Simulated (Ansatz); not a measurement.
# C2H7NSSi: ladder of methods at one geometry

Wanted for C2H7NSSi: a ladder of methods at one geometry. SMILES: CN1C[SiH]1S.

Computed with Ansatz 0.2.0 through its Python package. The levels of theory stand in the script.

## Step 1: The structure

Bond lengths: C1–N2 1.449 Å, N2–C3 1.421 Å, N2–Si4 1.676 Å, C3–Si4 1.778 Å, Si4–S5 2.094 Å, C1–H6 1.070 Å, C1–H7 1.060 Å, C1–H8 1.141 Å, C3–H9 1.108 Å, C3–H10 1.093 Å, Si4–H11 1.565 Å, S5–H12 1.378 Å. Angles (14 of 22 angles, heavy atoms first): C1–N2–C3 111.3°, C1–N2–Si4 129.2°, C3–N2–Si4 69.5°, N2–C3–Si4 62.0°, N2–Si4–C3 48.5°, N2–Si4–S5 105.7°, C3–Si4–S5 119.3°, N2–C1–H6 111.8°, N2–C1–H7 115.4°, N2–C1–H8 105.3°, N2–C3–H9 115.9°, N2–C3–H10 120.7°, Si4–C3–H9 115.9°, Si4–C3–H10 118.8°.

c2h7nssi.xyz, read by the script:

```xyz
12

C    -0.57900   -0.07320    1.43160
N     0.12490    0.28250    0.21570
C     1.06900   -0.71680   -0.14560
Si   -0.14440   -0.23830   -1.35450
S     0.22470    1.42400   -2.57320
H    -0.01040    0.16920    2.30530
H    -0.95400   -1.06420    1.46670
H    -1.46500    0.64280    1.48740
H     2.10250   -0.36130   -0.33050
H     1.01480   -1.71860    0.28740
H    -1.63840   -0.69350   -1.24720
H     0.33230    2.29230   -1.50910
```

## Step 2: The script

Input file run_methods.py:

```python
"""C2H7NSSi at several levels of theory."""

from pathlib import Path

import ansatz as az
import numpy as np


def main() -> None:
    molecule = az.Crystal.molecule_from_extxyz("c2h7nssi.xyz")

    calculation = molecule.calculation()
    calculation = calculation.basis(gaussian="def2-SVP")
    calculation = calculation.accuracy("high")

    print("functional    E (Ha)        dipole (D)   HOMO (eV)  LUMO (eV)")
    for name in ["r2scan0", "revpbe", "pbe", "hf", "hse06"]:
        summary = calculation.functional(name).forces().orbitals().run(runs_dir="runs").report
        lines = Path(summary["orbitals_path"]).read_text().splitlines()
        field_of = lambda key: [line.split("=")[1].strip() for line in lines if line.startswith(key)]
        orbitals = [(27.211386 * float(e), s, float(n)) for e, s, n in zip(field_of("Ene="), field_of("Spin="), field_of("Occup="))]
        homo = max(e for e, _, n in orbitals if n > 0.5)
        lumo = min(e for e, _, n in orbitals if n < 0.5)
        dipole = 4.803205 * np.linalg.norm(summary["charge_distribution"]["dipole_moment_e_ang"])
        print(f"{name:10s} {summary['free_energy_ev'] / 27.211386246:14.6f} {dipole:9.3f} {homo:11.3f} {lumo:10.3f}")


if __name__ == "__main__":
    main()
```

## Step 3: The input behind the calls

The package turns the script's settings into the engine's input (first run):

```yaml
crystal:
  periodic: [false, false, false]
  atoms:
    - { symbol: C, position_ang: [-0.579, -0.0732, 1.4316] }
    - { symbol: "N", position_ang: [0.1249, 0.2825, 0.2157] }
    - { symbol: C, position_ang: [1.069, -0.7168, -0.1456] }
    - { symbol: Si, position_ang: [-0.1444, -0.2383, -1.3545] }
    - { symbol: S, position_ang: [0.2247, 1.424, -2.5732] }
    - { symbol: H, position_ang: [-0.0104, 0.1692, 2.3053] }
    - { symbol: H, position_ang: [-0.954, -1.0642, 1.4667] }
    - { symbol: H, position_ang: [-1.465, 0.6428, 1.4874] }
    - { symbol: H, position_ang: [2.1025, -0.3613, -0.3305] }
    - { symbol: H, position_ang: [1.0148, -1.7186, 0.2874] }
    - { symbol: H, position_ang: [-1.6384, -0.6935, -1.2472] }
    - { symbol: H, position_ang: [0.3323, 2.2923, -1.5091] }
accuracy: high
basis:
  gaussian:
    orbitals: def2-SVP
hamiltonian:
  xc: r2scan0
output:
  orbitals: {}
  forces: true
```

## Step 4: Launch

The run is started by

```sh
$ python run_methods.py
```

The program printed:

```text
functional    E (Ha)        dipole (D)   HOMO (eV)  LUMO (eV)
r2scan0       -822.342104     1.784      -6.458     -1.039
revpbe        -822.321069     1.725      -5.031     -1.830
pbe           -821.997626     1.709      -5.060     -1.880
hf            -820.345195     1.765      -9.129      2.141
hse06         -822.056437     1.735      -5.886     -1.471
```

It took 43 s on 1 thread of AMD EPYC 9R45 (Zen 5), shared host; peak memory 0.63 GiB.

## Step 5: What changed from run to run

The engine's inputs for some of the other runs:

Run 2, against run 1:

```diff
@@ -21 +21 @@
-  xc: r2scan0
+  xc: revpbe
```

Run 3, against run 1:

```diff
@@ -21 +21 @@
-  xc: r2scan0
+  xc: pbe
```

Run 5, against run 1:

```diff
@@ -21 +21 @@
-  xc: r2scan0
+  xc: hse06
```

Lines on the test bed's own set-up are left out of the output.

## Step 6: What each run gave

From the records of these 5 runs:

```tsv
run	functional	energy (eV)	SCF cycles	CPU time (s)
1	r2scan0	-22377.0686	26	14
2	revpbe	-22376.4962	24	7.4
3	pbe	-22367.6949	24	7.3
4	hf	-22322.7299	13	4.9
5	hse06	-22369.2952	25	9.4
```

Totals under unlike functionals or potentials can't be compared directly.

The fields below are those of run 1.

## Step 7: The molecule's orbitals and density

Orbitals, density, ELF and potential are computed afterwards from the orbital file.

Frontier orbitals at r2SCAN0/def2-SVP, with the share of their density that lies nearest to each atom:

```tsv
orbital	energy (eV)	lies on
HOMO-1	-7.58	S5 65 %; N2 9 %; H11, H12 about 7 % each
HOMO	-6.46	N2 46 %; Si4 14 %; S5 10 %
LUMO	-1.04	Si4 43 %; H11 19 %; C3 11 %
```

ELF in a plane through or near 5 of the atoms.

Ten even steps from '0' (0.00) to '9' (1.00):
```
0000000000000000000000000000
0000000000000000000000000000
0000000000000000000000000000
0000000000033100000000000000
0000000000378421210000000000
0000000000499855641000000000
0000122000288547620000000000
0002577410155326300000000000
0036888753124785101100000000
0157999875225556445420000000
0257955256258438534630000000
0157845155137766343410000000
0146886664113323897410000000
0024687753000005999820000000
0001355421000007999940000000
0000011100000006999820000000
0000000000000000453100000000
0000000000000000000000000000
0000000000000000000000000000
0000000000000000000000000000
```
The map spans 11.0 Å across and 9.1 Å up, centred on the molecule. Atoms in the plane (x, y in Å): C1 (1.4, -0.5), N2 (0.1, -0.1), C3 (-0.1, 1.3), S5 (-2.9, -0.5), H8 (1.4, -1.7).

On the surface of density 0.002 e/bohr³ the electrostatic potential runs, from the 1st to the 99th percentile, from -1.09 V near N2 to 1.35 V near Si4.

## Step 8: Results

| quantity | value |
| --- | --- |
| runs compared | 5 |
| HOMO-LUMO gap of the mean field (r2SCAN0/def2-SVP) | 5.42 eV |

**Reading.** All 5 runs converged (13 to 26 cycles). Reading the output:
- The geometry is a force-field or estimated start, not a minimum of this method, and the basis set is short of its limit. A lower total doesn't mark the better method: functionals have no common bound, and MP2 and coupled cluster aren't variational.
- Levels such as HOMO and LUMO are orbital energies: with these approximate functionals they aren't the ionisation energy and electron affinity, and their gap isn't the fundamental gap.
- hse06 follows the composition of plane-wave codes, whose totals differ by tens of mHa, up to about 0.1 Ha, from the form usual in Gaussian-basis programs (wpbeh).
